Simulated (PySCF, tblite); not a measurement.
# C4H8Si: dynamics, then NMR shifts and electronic excitations on frames, part 1 of 2

How do NMR shifts and electronic excitations of C4H8Si (`C=C[SiH]1CC1`) change as the atoms move?

Computed with tblite 0.8.0 and PySCF 2.14.0, with density-fitted response routines of our own, on a single molecule in the gas phase. Atoms are numbered from 0 throughout.

### 1 The starting structure

13 atoms, charge 0, multiplicity 1; geometry from: GFN2-xTB.

Bonds of the start (Å): C0–C1 1.33, C1–Si2 1.87, Si2–C3 1.89, C3–C4 1.53, C4–Si2 1.89, C0–H5 1.08, C0–H6 1.08, C1–H7 1.08, Si2–H8 1.46, C3–H9 1.08, C3–H10 1.08, C4–H11 1.08, C4–H12 1.08.

### 2 Dynamics with GFN2-xTB

What the job is given:

```
{"job": {"kind": "md", "xc": "GFN2-xTB", "basis": "xTB", "temperature": 300, "steps": 2000, "every": 50, "frames": 5}, "charge": 0, "multiplicity": 1}
C      1.845974     0.334002     1.139325
C      1.646203    -0.407923     0.059250
Si     0.007900    -0.607871    -0.819231
C     -1.592652    -0.416624     0.159856
C     -1.265320     0.781671    -0.739872
H      2.811373     0.417720     1.614685
H      1.047062     0.892719     1.598787
H      2.486534    -0.948028    -0.359554
H      0.010416    -1.482672    -1.982217
H     -1.558391    -0.230907     1.223994
H     -2.470075    -0.984401    -0.114029
H     -1.939965     0.946157    -1.567709
H     -1.033447     1.706642    -0.231012
```

Method: GFN2-xTB Langevin dynamics, gas phase.

The run is started by

```bash
$ OMP_NUM_THREADS=1 python probes_run.py task.json out
```

This one command runs all jobs of the session in turn.

Standard output:

```text
t/fs     T/K      E/eV
    0.0   250.0   -388.05807
   25.0   148.0   -387.74365
   50.0   127.7   -387.83676
   75.0   192.5   -387.82144
  100.0   213.1   -387.71929
  125.0   325.9   -387.76111
  150.0   247.0   -387.50840
  175.0   314.2   -387.49099
  200.0   415.9   -387.82132
  225.0   263.4   -387.57806
  250.0   299.1   -387.65621
  275.0   353.3   -387.67316
  300.0   317.6   -387.56712
  325.0   269.7   -387.63503
  350.0   304.7   -387.42062
  375.0   352.0   -387.59970
  400.0   304.5   -387.67060
  425.0   196.1   -387.46790
  450.0   241.6   -387.55217
  475.0   263.7   -387.68222
  500.0   297.1   -387.68105
  525.0   254.6   -387.68424
  550.0   258.1   -387.51825
  575.0   287.2   -387.61310
  600.0   251.5   -387.60466
  625.0   266.7   -387.60045
  650.0   318.5   -387.63993
  675.0   309.9   -387.68582
  700.0   256.1   -387.49485
  725.0   353.3   -387.60795
  750.0   261.3   -387.44432
  775.0   232.2   -387.40273
  800.0   251.5   -387.46069
  825.0   253.1   -387.58799
  850.0   245.2   -387.57263
  875.0   228.1   -387.73545
  900.0   207.6   -387.74526
  925.0   304.7   -387.65605
  950.0   246.5   -387.73971
  975.0   294.7   -387.78772
 1000.0   275.6   -387.76966
```

Run time: 6.8 s. Hardware: 1 thread of Intel Xeon 6975P-C, shared host.

Distance from the start (root mean square after alignment): 0 fs 0.00 Å, 200 fs 0.08 Å, 400 fs 0.63 Å, 600 fs 0.66 Å, 800 fs 0.62 Å, 1000 fs 0.27 Å.

Positions (Å) and forces (eV/Å) at 1000 fs:

```xyz
13

C     1.478   -0.271    0.810    0.735    0.303    0.428
C     0.816   -1.337    0.393   -0.140   -1.000   -0.489
Si   -1.056   -1.233   -0.020    0.892    0.458    0.778
C    -2.305   -0.541    1.237    0.488   -0.344   -0.716
C    -1.985    0.424    0.104    0.147   -0.128   -0.419
H     2.567   -0.310    0.909   -0.363    0.089    0.167
H     1.030    0.678    1.136    0.086   -0.625   -0.488
H     1.425   -2.304    0.199   -1.183    1.609    0.112
H    -1.538   -2.221   -0.943   -0.151   -0.272   -0.243
H    -2.069   -0.145    2.191    0.132   -0.129    0.730
H    -3.229   -1.062    1.180   -0.796    0.011    0.189
H    -2.768    0.735   -0.578    0.019   -0.183    0.062
H    -1.431    1.276    0.460    0.134    0.211   -0.111
```

### 3 Nuclear shieldings: 250 fs, PBE0/pcSseg-1

What the job is given:

```
{"job": {"kind": "nmr", "xc": "PBE0", "basis": "pcSseg-1", "pop": false}, "charge": 0, "multiplicity": 1}
C      1.600000    -0.145600     1.148400
C      1.094000    -0.707400     0.070000
Si    -0.597400    -0.631000    -0.673200
C     -1.768100    -0.213200     0.698400
C     -1.629200     0.913400    -0.358800
H      2.594900    -0.330500     1.535400
H      0.904800     0.287000     1.869400
H      1.799800    -1.063600    -0.633900
H     -0.880700    -1.501700    -1.779300
H     -1.377800    -0.127900     1.703600
H     -2.805500    -0.525700     0.860900
H     -2.487100     1.066400    -1.031400
H     -1.196900     1.838500     0.036900
```

Level: GIAO PBE0/pcSseg-1 NMR shielding, non-relativistic, gas phase.

Standard output:

```text
coarse grid: 10928 points
cycle   1  E = -446.2129761349  dE =  4.901e-01  |g| = 4.607e-01  |ddm| = 3.204e+00
cycle   2  E = -446.1691463753  dE =  4.383e-02  |g| = 6.064e-01  |ddm| = 1.039e+00
cycle   3  E = -446.2712503775  dE = -1.021e-01  |g| = 5.819e-02  |ddm| = 6.676e-01
cycle   4  E = -446.2720664097  dE = -8.160e-04  |g| = 2.490e-02  |ddm| = 8.342e-02
cycle   5  E = -446.2722373794  dE = -1.710e-04  |g| = 3.920e-03  |ddm| = 2.517e-02
cycle   6  E = -446.2722412341  dE = -3.855e-06  |g| = 1.264e-03  |ddm| = 5.523e-03
final grid: 99736 points
cycle   7  E = -446.3024397738  dE = -2.191e-05  |g| = 6.978e-03  |ddm| = 2.206e-02
cycle   8  E = -446.3024320163  dE =  7.758e-06  |g| = 8.826e-03  |ddm| = 1.330e-02
cycle   9  E = -446.3024525420  dE = -2.053e-05  |g| = 8.940e-04  |ddm| = 7.931e-03
cycle  10  E = -446.3024527408  dE = -1.989e-07  |g| = 2.586e-04  |ddm| = 9.476e-04
cycle  11  E = -446.3024527576  dE = -1.681e-08  |g| = 6.991e-05  |ddm| = 2.709e-04
cycle  12  E = -446.3024527588  dE = -1.185e-09  |g| = 2.991e-05  |ddm| = 9.709e-05
cycle  13  E = -446.3024527590  dE = -2.299e-10  |g| = 5.133e-06  |ddm| = 2.788e-05
converged SCF energy = -446.3024527590

GIAO shielding tensors (ppm)
atom      isotropic    diamagn.    paramagn.     s11        s22        s33       span
  0 C       47.076     254.351    -207.276    -76.511     46.417    171.321    247.833
  1 C       51.011     260.942    -209.931    -60.390     26.131    187.292    247.681
  2 Si     482.383     882.850    -400.467    362.852    383.649    700.649    337.797
  3 C      189.530     254.019     -64.489    164.792    186.773    217.025     52.233
  4 C      180.715     255.899     -75.184    162.643    170.422    209.081     46.438
  5 H       25.078      29.101      -4.023     22.718     24.532     27.983      5.265
  6 H       25.885      32.708      -6.823     22.540     23.958     31.157      8.617
  7 H       25.869      31.832      -5.964     24.147     25.063     28.396      4.249
  8 H       28.574      29.522      -0.948     23.125     26.273     36.325     13.200
  9 H       31.326      33.042      -1.716     25.775     28.376     39.828     14.052
 10 H       30.374      29.673       0.701     24.194     27.188     39.739     15.545
 11 H       30.664      30.024       0.641     25.543     26.347     40.102     14.559
 12 H       30.293      31.873      -1.581     24.848     27.528     38.502     13.655
```

Run time: 7.5 s. Hardware: 1 thread of Intel Xeon 6975P-C, shared host; peak memory 0.65 GiB.

Shifts follow as δ = σ(reference) − σ, with reference shieldings (ppm) from runs at the same level and on the same kind of geometry: ¹H TMS 31.72, ¹³C TMS 186.9, ²⁹Si TMS 349.2. The references are single molecules in the gas phase. Each atom is listed at this fixed geometry, with no averaging over motion; a spectrum would average atoms that exchange fast.

| atoms | environment | σ (ppm) | δ (ppm) |
| --- | --- | --- | --- |
| C0 | terminal =CH2 carbon | 47.1 | 139.8 |
| C1 | alkene CH | 51.0 | 135.9 |
| C4 | three-membered-ring carbon | 180.7 | 6.2 |
| C3 | three-membered-ring carbon | 189.5 | -2.6 |
| H5 | hydrogen on a terminal =CH2 carbon | 25.08 | 6.64 |
| H7 | hydrogen on an alkene CH | 25.87 | 5.85 |
| H6 | hydrogen on a terminal =CH2 carbon | 25.89 | 5.83 |
| H8 | hydrogen on a silicon bonded to 3 C, in a 3-membered ring | 28.57 | 3.14 |
| H12 | hydrogen on a three-membered-ring carbon | 30.29 | 1.42 |
| H10 | hydrogen on a three-membered-ring carbon | 30.37 | 1.34 |
| H11 | hydrogen on a three-membered-ring carbon | 30.66 | 1.05 |
| H9 | hydrogen on a three-membered-ring carbon | 31.33 | 0.39 |
| Si2 | silicon bonded to 3 C, H, in a 3-membered ring | 482.4 | -133.2 |

Ring of atoms Si2, C3, C4: NICS(0) -26.2, NICS(1) -7.5, NICS(1)zz -16.4 ppm (means of both faces).

In rings of three or four atoms NICS is ruled by the nearby σ bonds, so it says little on aromaticity.

### 4 Ultraviolet spectrum: 250 fs, PBE0/def2-SVPD

The job, as its differences from that of step 3:

```diff
@@ -1,2 +1,2 @@
-{"job": {"kind": "nmr", "xc": "PBE0", "basis": "pcSseg-1", "pop": false}, "charge": 0, "multiplicity": 1}
+{"job": {"kind": "uv", "xc": "PBE0", "basis": "def2-SVPD", "nstates": 5, "ntriplets": 0}, "charge": 0, "multiplicity": 1}
 C      1.600000    -0.145600     1.148400
```

With the program's defaults for keys left out, this is: TDDFT PBE0/def2-SVPD, vertical, gas phase, core orbitals frozen in the response.

Standard output:

```text
coarse grid: 10928 points
cycle   1  E = -446.0213953109  dE =  4.501e-01  |g| = 4.396e-01  |ddm| = 4.777e+00
cycle   2  E = -445.9769935896  dE =  4.440e-02  |g| = 5.867e-01  |ddm| = 1.364e+00
cycle   3  E = -446.0765343187  dE = -9.954e-02  |g| = 5.522e-02  |ddm| = 7.558e-01
cycle   4  E = -446.0772721283  dE = -7.378e-04  |g| = 2.604e-02  |ddm| = 1.097e-01
cycle   5  E = -446.0774663210  dE = -1.942e-04  |g| = 4.219e-03  |ddm| = 3.670e-02
cycle   6  E = -446.0774712685  dE = -4.948e-06  |g| = 1.268e-03  |ddm| = 9.703e-03
final grid: 99736 points
cycle   7  E = -446.1377422821  dE = -2.403e-05  |g| = 6.733e-03  |ddm| = 1.150e-01
cycle   8  E = -446.1377342237  dE =  8.058e-06  |g| = 8.648e-03  |ddm| = 1.998e-02
cycle   9  E = -446.1377546718  dE = -2.045e-05  |g| = 8.477e-04  |ddm| = 1.053e-02
cycle  10  E = -446.1377548661  dE = -1.944e-07  |g| = 2.124e-04  |ddm| = 1.253e-03
cycle  11  E = -446.1377548778  dE = -1.165e-08  |g| = 7.085e-05  |ddm| = 4.623e-04
cycle  12  E = -446.1377548791  dE = -1.331e-09  |g| = 3.013e-05  |ddm| = 1.421e-04
cycle  13  E = -446.1377548794  dE = -2.431e-10  |g| = 5.073e-06  |ddm| = 4.607e-05
converged SCF energy = -446.1377548794

Static polarisability (au): isotropic 75.112, principal 59.923 76.835 88.579

Singlet excitations
state   eV       nm        f      main configurations
  1   5.0206    247.0   0.15725   H->L 0.95
  2   5.8101    213.4   0.02987   H-1->L 0.90
  3   6.2499    198.4   0.01906   H->L+1 0.93
  4   6.4608    191.9   0.00453   H->L+2 0.95
  5   6.6590    186.2   0.01282   H->L+3 0.43, H-2->L 0.31, H-3->L 0.22
```

It took 9.8 s on 1 thread of Intel Xeon 6975P-C, shared host; peak memory 0.72 GiB.

The orbitals next to the gap, with their largest atomic shares:

| orbital | eV | atoms |
| --- | --- | --- |
| HOMO−3 | -9.22 | C1 25 %, Si2 17 %, C0 14 % |
| HOMO−2 | -8.55 | C1 33 %, C0 27 %, Si2 11 % |
| HOMO−1 | -7.93 | C3 27 %, C4 25 %, C1 12 % |
| HOMO | -6.63 | Si2 24 %, C3 23 %, C4 22 % |
| LUMO | -0.87 | C0 29 %, C1 28 %, Si2 16 % |
| LUMO+1 | 0.84 | Si2 18 %, C3 16 %, H9 10 % |
| LUMO+2 | 0.94 | Si2 36 %, C1 13 %, H7 11 % |

With each of the 5 states as a Gaussian band of 0.4 eV half-width at 1/e, the curve within the window shown has maxima at 247 nm (ε 6,400), 210 nm (ε 1,600) L/(mol cm). Beyond the last state computed it falls off for lack of states. The curve at chosen wavelengths:

| nm | ε (L/mol/cm) |
| --- | --- |
| 178 | 368 |
| 182 | 654 |
| 186 | 945 |
| 190 | 1181 |
| 194 | 1343 |
| 198 | 1450 |
| 202 | 1528 |
| 207 | 1591 |
| 211 | 1597 |
| 215 | 1584 |
| 219 | 1641 |
| 223 | 1910 |
| 227 | 2500 |
| 231 | 3407 |
| 235 | 4486 |
| 239 | 5493 |
| 243 | 6180 |
| 247 | 6390 |
| 251 | 6101 |
| 256 | 5197 |
| 260 | 4242 |
| 264 | 3262 |
| 268 | 2376 |
| 272 | 1647 |
| 276 | 1092 |
| 280 | 696 |

Ground-state properties from the same run:

| property | computed |
| --- | --- |
| dipole moment (D) | 0.43 |
| polarisability (Å³) | 11.13 |
| HOMO–LUMO gap (eV) | 5.76 |
| −ε(HOMO) (eV) | 6.63 |

### 5 Nuclear shieldings: 425 fs, PBE0/pcSseg-1

What the job is given:

```
{"job": {"kind": "nmr", "xc": "PBE0", "basis": "pcSseg-1", "pop": false}, "charge": 0, "multiplicity": 1}
C      1.489100    -0.528100     1.245500
C      0.854000    -0.595300     0.041100
Si    -0.995400    -0.817600    -0.122700
C     -2.190600    -0.165700     1.266000
C     -2.225500     0.597800    -0.041600
H      2.561100    -0.412600     1.248000
H      1.106400    -0.671900     2.214800
H      1.298500    -0.237300    -0.857700
H     -1.215000    -2.090700    -0.664600
H     -1.798400     0.373700     2.131900
H     -3.061800    -0.819400     1.491100
H     -3.081100     0.848500    -0.640500
H     -1.747300     1.581300     0.178100
```

Method: GIAO PBE0/pcSseg-1 NMR shielding, non-relativistic, gas phase.

Standard output:

```text
coarse grid: 10928 points
cycle   1  E = -446.2164497871  dE =  4.028e-01  |g| = 4.213e-01  |ddm| = 3.194e+00
cycle   2  E = -446.1782271515  dE =  3.822e-02  |g| = 5.593e-01  |ddm| = 9.287e-01
cycle   3  E = -446.2652466441  dE = -8.702e-02  |g| = 6.197e-02  |ddm| = 6.023e-01
cycle   4  E = -446.2662185918  dE = -9.719e-04  |g| = 2.614e-02  |ddm| = 9.195e-02
cycle   5  E = -446.2663828916  dE = -1.643e-04  |g| = 9.981e-03  |ddm| = 2.683e-02
cycle   6  E = -446.2664066169  dE = -2.373e-05  |g| = 2.728e-03  |ddm| = 8.610e-03
cycle   7  E = -446.2664087384  dE = -2.121e-06  |g| = 3.249e-04  |ddm| = 2.876e-03
final grid: 99736 points
cycle   8  E = -446.2964489568  dE = -2.187e-05  |g| = 7.114e-03  |ddm| = 2.072e-02
cycle   9  E = -446.2964415912  dE =  7.366e-06  |g| = 8.826e-03  |ddm| = 1.386e-02
cycle  10  E = -446.2964622604  dE = -2.067e-05  |g| = 1.076e-03  |ddm| = 8.272e-03
cycle  11  E = -446.2964625854  dE = -3.250e-07  |g| = 2.629e-04  |ddm| = 1.373e-03
cycle  12  E = -446.2964626006  dE = -1.522e-08  |g| = 1.062e-04  |ddm| = 2.494e-04
cycle  13  E = -446.2964626033  dE = -2.726e-09  |g| = 2.925e-05  |ddm| = 9.359e-05
cycle  14  E = -446.2964626035  dE = -2.331e-10  |g| = 4.896e-06  |ddm| = 3.573e-05
converged SCF energy = -446.2964626035

GIAO shielding tensors (ppm)
atom      isotropic    diamagn.    paramagn.     s11        s22        s33       span
  0 C       35.105     251.824    -216.719    -96.384     32.820    168.878    265.262
  1 C       43.836     262.359    -218.523    -86.740     26.954    191.293    278.033
  2 Si     488.401     882.413    -394.012    318.603    390.427    756.174    437.571
  3 C      188.281     257.019     -68.738    164.742    181.848    218.252     53.510
  4 C      180.530     257.244     -76.714    159.765    177.293    204.531     44.766
  5 H       25.288      29.639      -4.351     21.735     24.401     29.729      7.993
  6 H       25.001      31.845      -6.844     19.845     25.222     29.937     10.092
  7 H       24.646      33.010      -8.363     20.490     24.492     28.956      8.466
  8 H       29.129      29.833      -0.704     23.591     26.412     37.385     13.794
  9 H       30.395      32.175      -1.780     25.379     27.025     38.781     13.402
 10 H       30.441      29.209       1.233     25.372     26.472     39.479     14.108
 11 H       30.275      30.695      -0.420     25.543     26.260     39.021     13.478
 12 H       30.023      32.828      -2.804     24.596     27.418     38.055     13.459
```

Wall time 7 s (1 thread of Intel Xeon 6975P-C, shared host); peak memory 0.66 GiB.

This run: δ C0 151.8, C1 143.1, C4 6.4, C3 -1.4, H7 7.07, H6 6.72 ppm.

### 6 Excited states and response: 425 fs, PBE0/def2-SVPD

The job, as its differences from that of step 5:

```diff
@@ -1,2 +1,2 @@
-{"job": {"kind": "nmr", "xc": "PBE0", "basis": "pcSseg-1", "pop": false}, "charge": 0, "multiplicity": 1}
+{"job": {"kind": "uv", "xc": "PBE0", "basis": "def2-SVPD", "nstates": 5, "ntriplets": 0}, "charge": 0, "multiplicity": 1}
 C      1.489100    -0.528100     1.245500
```

Method: TDDFT PBE0/def2-SVPD, vertical, gas phase, core orbitals frozen in the response.

Standard output:

```text
coarse grid: 10928 points
cycle   1  E = -446.0252769810  dE =  3.629e-01  |g| = 4.019e-01  |ddm| = 4.857e+00
cycle   2  E = -445.9879560981  dE =  3.732e-02  |g| = 5.368e-01  |ddm| = 1.252e+00
cycle   3  E = -446.0713342420  dE = -8.338e-02  |g| = 5.898e-02  |ddm| = 7.028e-01
cycle   4  E = -446.0722140455  dE = -8.798e-04  |g| = 2.757e-02  |ddm| = 1.156e-01
cycle   5  E = -446.0724085916  dE = -1.945e-04  |g| = 9.752e-03  |ddm| = 3.924e-02
cycle   6  E = -446.0724321532  dE = -2.356e-05  |g| = 2.553e-03  |ddm| = 1.247e-02
cycle   7  E = -446.0724340806  dE = -1.927e-06  |g| = 3.530e-04  |ddm| = 4.162e-03
final grid: 99736 points
cycle   8  E = -446.1325155513  dE = -2.161e-05  |g| = 6.934e-03  |ddm| = 7.322e-02
cycle   9  E = -446.1325076321  dE =  7.919e-06  |g| = 8.746e-03  |ddm| = 1.971e-02
cycle  10  E = -446.1325287577  dE = -2.113e-05  |g| = 1.019e-03  |ddm| = 1.120e-02
cycle  11  E = -446.1325290773  dE = -3.195e-07  |g| = 2.057e-04  |ddm| = 1.526e-03
cycle  12  E = -446.1325290858  dE = -8.573e-09  |g| = 1.020e-04  |ddm| = 3.468e-04
cycle  13  E = -446.1325290885  dE = -2.636e-09  |g| = 2.698e-05  |ddm| = 1.462e-04
cycle  14  E = -446.1325290887  dE = -2.225e-10  |g| = 4.489e-06  |ddm| = 5.632e-05
converged SCF energy = -446.1325290887

Static polarisability (au): isotropic 76.244, principal 62.304 74.902 91.526

Singlet excitations
state   eV       nm        f      main configurations
  1   4.5468    272.7   0.00825   H->L 0.99
  2   5.9512    208.3   0.04787   H-2->L 0.36, H->L+1 0.35, H-1->L 0.25
  3   6.1604    201.3   0.12679   H->L+1 0.41, H->L+3 0.14, H-2->L 0.13
  4   6.2335    198.9   0.04899   H->L+2 0.60, H->L+1 0.16, H->L+3 0.15
  5   6.4588    192.0   0.00728   H->L+3 0.63, H->L+2 0.24
```

Wall time 10 s (1 thread of Intel Xeon 6975P-C, shared host); peak memory 0.72 GiB.

Key values: HOMO -6.51 eV, LUMO -0.80 eV; lowest singlet 4.55 eV.

### 7 Nuclear shieldings: 625 fs, PBE0/pcSseg-1

What the job is given:

```
{"job": {"kind": "nmr", "xc": "PBE0", "basis": "pcSseg-1", "pop": false}, "charge": 0, "multiplicity": 1}
C      1.527300    -0.450100     1.336100
C      0.919900    -0.739800     0.188500
Si    -0.913000    -1.074100    -0.129900
C     -2.051000    -0.131600     1.032300
C     -2.139800     0.373500    -0.431600
H      2.577300    -0.090400     1.505100
H      1.032800    -0.379500     2.269700
H      1.491000    -0.761700    -0.754100
H     -1.309500    -2.491100    -0.308200
H     -1.684700     0.506700     1.789700
H     -2.950100    -0.539200     1.464700
H     -3.159800     0.223200    -0.820700
H     -1.641300     1.267000    -0.721200
```

Level: GIAO PBE0/pcSseg-1 NMR shielding, non-relativistic, gas phase.

Standard output:

```text
coarse grid: 10928 points
cycle   1  E = -446.2154628945  dE =  3.861e-01  |g| = 4.465e-01  |ddm| = 3.191e+00
cycle   2  E = -446.1675767573  dE =  4.789e-02  |g| = 6.035e-01  |ddm| = 1.060e+00
cycle   3  E = -446.2709630140  dE = -1.034e-01  |g| = 5.958e-02  |ddm| = 6.940e-01
cycle   4  E = -446.2717862714  dE = -8.233e-04  |g| = 3.079e-02  |ddm| = 9.386e-02
cycle   5  E = -446.2720270320  dE = -2.408e-04  |g| = 8.806e-03  |ddm| = 2.978e-02
cycle   6  E = -446.2720446105  dE = -1.758e-05  |g| = 2.933e-03  |ddm| = 8.225e-03
cycle   7  E = -446.2720469949  dE = -2.384e-06  |g| = 4.020e-04  |ddm| = 2.912e-03
final grid: 99736 points
cycle   8  E = -446.3022088528  dE = -2.270e-05  |g| = 6.807e-03  |ddm| = 2.054e-02
cycle   9  E = -446.3022009969  dE =  7.856e-06  |g| = 8.639e-03  |ddm| = 1.334e-02
cycle  10  E = -446.3022210576  dE = -2.006e-05  |g| = 8.706e-04  |ddm| = 8.314e-03
cycle  11  E = -446.3022212716  dE = -2.139e-07  |g| = 2.667e-04  |ddm| = 1.292e-03
cycle  12  E = -446.3022212891  dE = -1.747e-08  |g| = 8.155e-05  |ddm| = 2.602e-04
cycle  13  E = -446.3022212905  dE = -1.443e-09  |g| = 3.067e-05  |ddm| = 7.340e-05
cycle  14  E = -446.3022212907  dE = -2.456e-10  |g| = 5.948e-06  |ddm| = 3.359e-05
converged SCF energy = -446.3022212907

GIAO shielding tensors (ppm)
atom      isotropic    diamagn.    paramagn.     s11        s22        s33       span
  0 C       41.337     253.621    -212.284    -73.631     30.996    166.647    240.278
  1 C       54.912     260.632    -205.720    -52.673     28.548    188.861    241.534
  2 Si     487.739     881.329    -393.590    354.842    392.740    715.635    360.793
  3 C      195.069     255.519     -60.450    165.577    197.109    222.520     56.942
  4 C      183.080     254.930     -71.850    165.550    177.633    206.058     40.508
  5 H       24.492      28.359      -3.866     23.047     23.704     26.727      3.680
  6 H       25.699      32.427      -6.728     22.046     24.855     30.194      8.148
  7 H       25.020      31.157      -6.136     23.021     23.605     28.434      5.412
  8 H       27.955      27.959      -0.003     22.682     25.440     35.744     13.062
  9 H       31.750      34.279      -2.530     26.540     27.931     40.779     14.239
 10 H       31.447      30.785       0.662     25.600     27.464     41.277     15.677
 11 H       30.100      29.114       0.986     23.707     26.824     39.769     16.062
 12 H       31.217      32.887      -1.670     26.330     27.597     39.723     13.393
```

Wall time 6.9 s (1 thread of Intel Xeon 6975P-C, shared host); peak memory 0.65 GiB.

This run: δ C0 145.6, C1 132.0, C4 3.8, C3 -8.1, H5 7.22, H7 6.70 ppm.

(Continued in part 2 of 2.)
